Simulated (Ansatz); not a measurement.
# CsRb3Tb: what a guessed cell relaxes into

The task: take a trial cell of CsRb3Tb to zero force and stress.

Computed with Ansatz 0.2.0 (DFT PBE, scalar-relativistic, plane waves, PAW; 4f electrons in the core of a trivalent norm-conserving potential, unless a step's input says otherwise).

### Step 1. The structure to begin with

Symmetry: Pm-3m, No. 221, cubic system. Conventional cell: a = 5.610 Å, b = 5.610 Å, c = 5.610 Å, α = 90.00°, β = 90.00°, γ = 90.00°. Around Cs (site symmetry m-3m) lie 12 Rb at 3.97 Å. Rb (site symmetry 4/mmm) is surrounded by 2 Tb at 2.81 Å. Around Tb (site symmetry m-3m) lie 6 Rb at 2.81 Å.

Structure file:

```cif
data_structure
_symmetry_space_group_name_H-M 'P 1'
_symmetry_Int_Tables_number 1
_cell_length_a 5.6101
_cell_length_b 5.6101
_cell_length_c 5.6101
_cell_angle_alpha 90.000
_cell_angle_beta 90.000
_cell_angle_gamma 90.000
_cell_volume 176.56
loop_
_atom_site_label
_atom_site_type_symbol
_atom_site_fract_x
_atom_site_fract_y
_atom_site_fract_z
_atom_site_occupancy
Cs1 Cs 0.00000 0.00000 0.00000 1
Rb1 Rb 0.00000 0.50000 0.50000 1
Rb2 Rb 0.50000 0.00000 0.50000 1
Rb3 Rb 0.50000 0.50000 0.00000 1
Tb1 Tb 0.50000 0.50000 0.50000 1
```

The cell is invented: species swapped into a database cell of RbHgF3 (Pm-3m, No. 221), with Cs on the Rb sites, Tb on the Hg sites and Rb on the F sites. Lengths come from tabulated atomic sizes and are only a guess.

### Step 2. Probe: one point on a coarse mesh

Input file input.yaml:

```yaml
crystal:
  lattice:
    - [5.61005698, 0.0, 0.0]
    - [0.0, 5.61005698, 0.0]
    - [0.0, 0.0, 5.61005698]
  atoms:
    - { symbol: Cs, position: [0.0, 0.0, 0.0] }
    - { symbol: Rb, position: [0.0, 0.5, 0.5] }
    - { symbol: Rb, position: [0.5, 0.0, 0.5] }
    - { symbol: Rb, position: [0.5, 0.5, 0.0] }
    - { symbol: Tb, position: [0.5, 0.5, 0.5] }
basis:
  ecutwfc: 690
kpoints:
  mp_grid: { grid: [4, 4, 4] }
hamiltonian:
  xc: pbe
  pseudopotentials:
    kind: paw
    azcp: { Tb: "pseudopotentials/pbe/nc/lanthanide_3plus/Tb.nc.azcp" }
scf:
  occupations: { method: gaussian, width: 0.1 }
  lower_state_search: "off"
output:
  forces: true
  stress: true
  eigenvalues: true
```

On the command line:

```
> ansatz run input.yaml --threads 1 --pin off --max-ram 2560MiB --backend cpu --events-out ev --progress --plain --runs-dir out
```

The session goes on with these runs: rough relaxation on the coarse mesh; final relaxation.

What does the calculation give? Wanted: conventional cell; volume; energy over the elements; gap on the mesh.

As calculated:

| quantity | value |
| --- | --- |
| symmetry at the end (tolerance 0.05 Å) | space group Pm-3m (No. 221) |
| conventional cell | a = 8.017 Å, b = 8.017 Å, c = 8.017 Å, α = 90.00°, β = 90.00°, γ = 90.00° |
| volume | 103.04 Å³/atom |
| energy over the elements | +0.70 eV/atom |
| gap on the mesh | none (metal) |

In words: The space group Pm-3m (No. 221) is kept, and the volume per atom grows by 191.8 % from the first guess. The formation energy is positive, so the separate elements lie lower. No finished test with a distortion of lower symmetry is shown, so the end may be a saddle point. The runs treat Tb without spin-orbit coupling. The lanthanide's 4f electrons sit in the core of its potential, so it is trivalent by construction and shows no f bands or moments.
